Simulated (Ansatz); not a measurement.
# CoO, space group P3m1: a single point

Computed with Ansatz's Python interface.

`coo.py`:
```python
"""Self-consistent field of CoO at the given structure."""

from pathlib import Path
import warnings

import ansatz as az
import numpy as np


def main() -> None:
    warnings.simplefilter("ignore", az.DeckWarning)

    vectors = np.array([
        [3.19764574, 0.0, 0.0],
        [-1.59882287, 2.76924245, 0.0],
        [0.0, 0.0, 5.22870971],
    ])
    crystal = (
        az.Lattice.of(vectors)
        .atom("Co", (0.0, 0.0, 0.00347414))
        .atom("Co", (1 / 3, 2 / 3, 0.50336241))
        .atom("O", (0.0, 0.0, 0.37160885))
        .atom("O", (1 / 3, 2 / 3, 0.8715556))
        .moments(Co=3.2)
    )

    # settings of the run
    base = (
        crystal.calculation()
        .functional("lda")
        .basis(420)
        .kpoints(7, 7, 4, center="gamma")
        .occupations(az.OccupationsMethod.METHFESSEL_PAXTON)
        .spin(az.SpinTreatment.COLLINEAR)
        .eigensolver("davidson")
        .density()
        .potential()
        .electron_localization_function()
        .output_files(volumetric_format="npy")
    )
    done = base.run(threads=1, pin="off")
    r = done.report

    for key in ("converged", "n_iterations", "n_electrons", "n_kpoints", "n_pw", "n_symmetry_ops", "free_energy_ev", "fermi_energy_ev"):
        print(f"{key:18s} {r[key]}")

    print(len(r["kpoints_frac"]), "irreducible k-points (fractions, weight)")
    for k, weight in list(zip(r["kpoints_frac"], r["kweights"]))[:20]:
        print("  {:8.4f} {:8.4f} {:8.4f}".format(*k), f"{weight:10.6f}")

    folder = Path(done.write_results("fields"))
    print("densities in e/A^3, potentials in eV, ELF without unit")
    for name in sorted(p.name for p in folder.glob("*.npy")):
        field = np.load(folder / name)
        print(f"{name:16s} {str(field.shape):16s} min {field.min():10.4f}  mean {field.mean():10.4f}  max {field.max():10.4f}")

    print("site moments (muB):", [round(m, 2) for m in r["site_moments_mub"]])
    print("electrons up, down:", [round(n, 3) for n in r["spin_occupation_sums"]])


if __name__ == "__main__":
    main()
```

```console
$ python coo.py
RunWarning: the starting moments were not kept: 1 of 2 ended reversed and 1 kept their direction, counting a site from 0.1 μB. The largest reversed, site 1 (counted from 0, in the order of the report's site_moments_mub), started with +3.2 μB and closes at -2.0e0 μB in its sphere. The net magnetisation is 1.8e-3 μB in size, at most 0.1 of the 6.4 μB that the starting moments add up to as vectors. The SCF closed on another magnetic arrangement than the starting moments describe; that does not [...]
converged          True
n_iterations       28
n_electrons        46.0
n_kpoints          28
n_pw               917
n_symmetry_ops     6
free_energy_ev     -11233.069414197831
fermi_energy_ev    10.62159013038219
28 irreducible k-points (fractions, weight)
    0.0000   0.0000   0.0000   0.005102
    0.0000   0.0000   0.2500   0.010204
    0.0000   0.0000  -0.5000   0.005102
    0.0000   0.1429   0.0000   0.030612
    0.0000   0.1429   0.2500   0.030612
    0.0000   0.1429  -0.5000   0.030612
    0.0000   0.1429  -0.2500   0.030612
    0.0000   0.2857   0.0000   0.030612
    0.0000   0.2857   0.2500   0.030612
    0.0000   0.2857  -0.5000   0.030612
    0.0000   0.2857  -0.2500   0.030612
    0.0000   0.4286   0.0000   0.030612
    0.0000   0.4286   0.2500   0.030612
    0.0000   0.4286  -0.5000   0.030612
    0.0000   0.4286  -0.2500   0.030612
    0.1429   0.1429   0.0000   0.030612
    0.1429   0.1429   0.2500   0.061224
    0.1429   0.1429  -0.5000   0.030612
    0.1429   0.2857   0.0000   0.061224
    0.1429   0.2857   0.2500   0.061224
densities in e/A^3, potentials in eV, ELF without unit
elf.npy          (24, 24, 36)     min     0.0161  mean     0.2542  max     0.9862
elf_dn.npy       (24, 24, 36)     min     0.0150  mean     0.2552  max     0.9862
elf_up.npy       (24, 24, 36)     min     0.0151  mean     0.2552  max     0.9862
rho.npy          (24, 24, 36)     min     0.0304  mean     0.9935  max    56.9697
rho_spin.npy     (24, 24, 36)     min    -9.2062  mean     0.0000  max     9.2097
v_es.npy         (24, 24, 36)     min   -62.1451  mean     4.5166  max    14.5979
v_tot_dn.npy     (24, 24, 36)     min   -99.8998  mean    -6.9637  max     9.0193
v_tot_up.npy     (24, 24, 36)     min   -99.8975  mean    -6.9639  max     9.0152
site moments (muB): [2.0, -2.0, -0.16, 0.16]
electrons up, down: [23.001, 22.999]
```
(Warnings from the package without file and line, shortened.)

The settings weren't tested for convergence. The SCF didn't keep the moments it started from (some shrank, vanished or turned); what is printed is the state reached. For a metal this k-point mesh is coarse: on a finer one energies can move by several to tens of meV an atom and pressures by half a GPa or more, differences at one mesh by less. The zero of the levels is a convention of the potentials, so an absolute Fermi energy is no work function. Within a few hundredths of an angstrom the cell has the higher group P6_3mc; the lower one is a small distortion. Without a Hubbard U or exact exchange, semilocal functionals often make such 3d compounds metallic or too weakly gapped. Grid values close to the nuclei reflect the PAW or pseudopotential construction, not the all-electron fields. The structure comes from a database of computed cells and needn't be a stable or known phase. The script silences the warnings on its input, which a real study should read. Wall time of the script: 8.7 s on 1 thread of AMD EPYC 9R45 96-Core Processor (Zen 5), on a shared host, peak memory 0.44 GiB.

(Lines on the test bed's own set-up are left out of the output.)
